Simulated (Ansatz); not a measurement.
# Ta: the cost of one run

Program: Ansatz 0.2.0. Level of theory: DFT PBEsol, scalar-relativistic, plane waves, PAW. These are calculated values, not measurements.

2 further runs of the same task are left out: 2 set aside as unsound or not needed. Runs told in other sessions of the task aren't counted.

## 1. The structure to begin with

Symmetry: Fm-3m, No. 225, cubic system. Conventional cell: a = 4.176 Å, b = 4.176 Å, c = 4.176 Å, α = 90.00°, β = 90.00°, γ = 90.00°. Around Ta (site symmetry m-3m) lie 12 Ta at 2.95 Å.

As a file:

```cif
data_structure
_symmetry_space_group_name_H-M 'P 1'
_symmetry_Int_Tables_number 1
_cell_length_a 2.9526
_cell_length_b 2.9526
_cell_length_c 2.9526
_cell_angle_alpha 60.000
_cell_angle_beta 60.000
_cell_angle_gamma 60.000
_cell_volume 18.20
loop_
_atom_site_label
_atom_site_type_symbol
_atom_site_fract_x
_atom_site_fract_y
_atom_site_fract_z
_atom_site_occupancy
Ta1 Ta 0.00000 0.00000 0.00000 1
```

This cell was relaxed beforehand with the same method: volume 18.20 Å³/atom, gap on the mesh none (metal).

## 2. The reference cell

The reference gives a free energy of -9806.2402 eV, pressure 0.16 GPa, largest force 0.000 eV/Å and gap on the mesh none (metal). It was computed beforehand with the settings of the runs below.

## 3. The scan: a strain scan

The cell is strained by ε times the Voigt pattern (0, 0, 1, 0, 0, 0) (xx, yy, zz, yz, xz, xy; engineering shear), with fractional coordinates fixed (clamped ions). The stress on the pattern is the sum of the stress components weighted by it, tension positive.

## 4. ε = -0.1500

input.yaml reads:

```yaml
crystal:
  lattice:
    - [0.0, 2.0877952332, 1.7746259482]
    - [2.0877952332, 0.0, 1.7746259482]
    - [2.0877952332, 2.0877952332, 0.0]
  atoms:
    - { symbol: Ta, position: [0.0, 0.0, 0.0] }
basis:
  ecutwfc: 420
kpoints:
  mp_grid: { grid: [24, 24, 24] }
hamiltonian:
  xc: pbesol
scf:
  occupations: { method: gaussian, width: 0.15 }
output:
  forces: true
  stress: true
  eigenvalues: true
```

Started as:

```
$ ansatz run input.yaml --threads 1 --pin off --max-ram 2560MiB --backend cpu --events-out ev --progress --plain --runs-dir out
```

Q: Estimate wall time and peak memory on 1 thread of Intel Xeon at 2.50GHz (Skylake/Cascade Lake), shared host.

About 24 s, with a peak of 0.48 GiB.
